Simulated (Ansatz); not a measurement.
Ta-Sc mixtures: a scan of ordered alloys across composition, run with the Ansatz DFT code, driven from Python.

Script `alloy_ta.py`:
```python
"""Mixing of Ta and Sc on the bcc lattice, after relaxing cells and atoms."""

from collections import Counter
import warnings

import ansatz as az
import numpy as np
from tabulate import tabulate


def bcc(a_site, a):
    return (
        az.Lattice.bcc(a)
        .space_group(229)
        .atom(a_site, (0, 0, 0))
        .primitive()
    )

A_FIRST, A_LAST = 3.3, 3.68


def compute(name, crystal):
    calc = (
        crystal.calculation()
        .functional("r2SCAN")
        .basis(530)
        .kpoints(spacing=0.27)
        .occupations("gaussian", width=0.05)
        .band_table()
    )
    calc = calc.relax(force_tolerance=0.03, cell=True)
    return calc.run(threads=1, pin="off")


def volume_per_atom(outcome):
    return abs(np.linalg.det(outcome.lattice.cell_ang)) / len(outcome.lattice.sites)


def counts(outcome):
    return Counter(site.symbol for site in outcome.lattice.sites)

warnings.simplefilter("ignore")

# ordered cells: the first k mixed sites take the second element
phases = {}
for k in range(2 + 1):
    a = A_FIRST + (A_LAST - A_FIRST) * k / 2
    cell = bcc("Ta", a).conventional().resolved()
    sites = [site.position for site in cell.sites if site.symbol == "Ta"]
    for position in sites[:k]:
        cell = cell.substitution("Sc", at=position, replaces="Ta")
    phases[f"Ta{2 - k}Sc{k}"] = cell.resolved()

done = {}
for name, crystal in phases.items():
    done[name] = compute(name, crystal)
    print(f"{name}: {done[name].report['energy_sigma0_ev']:.4f} eV, {len(done[name].lattice.sites)} atoms")

# x is the share of the second element on the mixed sites; both end members stand on this same lattice
x = {name: counts(o)["Sc"] / (counts(o)["Ta"] + counts(o)["Sc"]) for name, o in done.items()}
first, last = min(x, key=x.get), max(x, key=x.get)
energy = {name: o.report["energy_sigma0_ev"] / len(o.lattice.sites) for name, o in done.items()}
volume = {name: volume_per_atom(o) for name, o in done.items()}
rows = []
for name in sorted(done, key=x.get):
    line = lambda table: (1 - x[name]) * table[first] + x[name] * table[last]
    rows.append((name, x[name], 1000 * (energy[name] - line(energy)), volume[name], 100 * (volume[name] / line(volume) - 1)))
print(tabulate(rows, headers=["cell", "x(Sc)", "E_mix (meV/atom)", "V (A^3/atom)", "excess V (%)"], floatfmt=".4f", tablefmt="psql"))
```

Do these ordered cells favour mixing or separation, and does the volume follow a straight line between the end members?

Mixing energies: +471 meV an atom at x(Ta) = 0.50 (volume -7.5 % off the straight line). All are positive, so the end members on this lattice are favoured over these cells.

The output:

```console
$ python alloy_ta.py
Ta2Sc0: -19888.6384 eV, 2 atoms
Ta1Sc1: -12083.8676 eV, 2 atoms
Ta0Sc2: -4280.9788 eV, 2 atoms
+--------+---------+--------------------+----------------+----------------+
| cell   |   x(Sc) |   E_mix (meV/atom) |   V (A^3/atom) |   excess V (%) |
|--------+---------+--------------------+----------------+----------------|
| Ta2Sc0 |  0.0000 |             0.0000 |        18.0531 |         0.0000 |
| Ta1Sc1 |  0.5000 |           470.5084 |        19.9504 |        -7.5083 |
| Ta0Sc2 |  1.0000 |             0.0000 |        25.0869 |         0.0000 |
+--------+---------+--------------------+----------------+----------------+
```

What to keep in mind:
- Total energies depend on the potentials; only differences at equal settings carry meaning.
- The run is spin-unpolarised.
- Spin-orbit coupling, which matters for elements this heavy, is left out.
- These are small ordered cells, with both end members on the same lattice, which need not be their own; they aren't random solutions. Differences under about 40 meV an atom lie within the error of mesh and functional.
- The cells are prototypes set up for this calculation and needn't exist.
- Timing: 45 s on 1 thread of Arm Neoverse V1 (shared host), peak memory 0.53 GiB.
